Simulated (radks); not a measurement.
**Rh⁴⁺ in [Kr] 4d5: an all-electron calculation**

Aim: the levels, the sizes of the orbitals and the parts of the energy of the rhodium ion Rh4+.

Method: non-relativistic Kohn-Sham, PBE, spin-polarised, spherical densities, point nucleus; open shells are filled with parallel spins first. Code: radks (a radial shooting solver on a logarithmic mesh, Libxc functionals) version 1.

## (1) The system

* element: rhodium (Z = 45)
* charge: +4
* electrons: 41
* configuration: [Kr] 4d5

The outer shells:

Rh⁴⁺
```
[Kr] core
4d [↑ ][↑ ][↑ ][↑ ][↑ ]
```

## (2) The calculation

Settings of this run:

```text
Z 45
configuration [Kr] 4d5 5s0 5p0 4f0 5d0
relativity non-relativistic
functional pbe,pbe
spin polarised
nucleus point
```

What does the calculation give?

**Answer**, as computed:

| quantity | value |
| --- | --- |
| total energy | -4683.87176 hartree |
| exchange-correlation share of it | 2.86 % |
| −T/E | 0.9996 |
| highest occupied level | 4d up, -56.927 eV |
| most extended occupied level | 4d up, <r> = 1.29 bohr |
| radius at density 0.001 e/bohr³ | 2.94 bohr |
| maxima of the radial density | 4 |
| ionisation energy, NIST | 63 (theory) eV |

4 principal shells are occupied and 4 maxima appear in the radial density. The ratio −T/E is 0.9996; for a non-relativistic Coulomb system it is 1 up to the kinetic part of correlation. The top level binds by 56.927 eV, 90 % of the NIST ionisation energy of 63 eV. Relativity is left out here, which matters for elements this heavy. Open shells are spherical and high-spin; term and fine-structure splittings are not resolved.
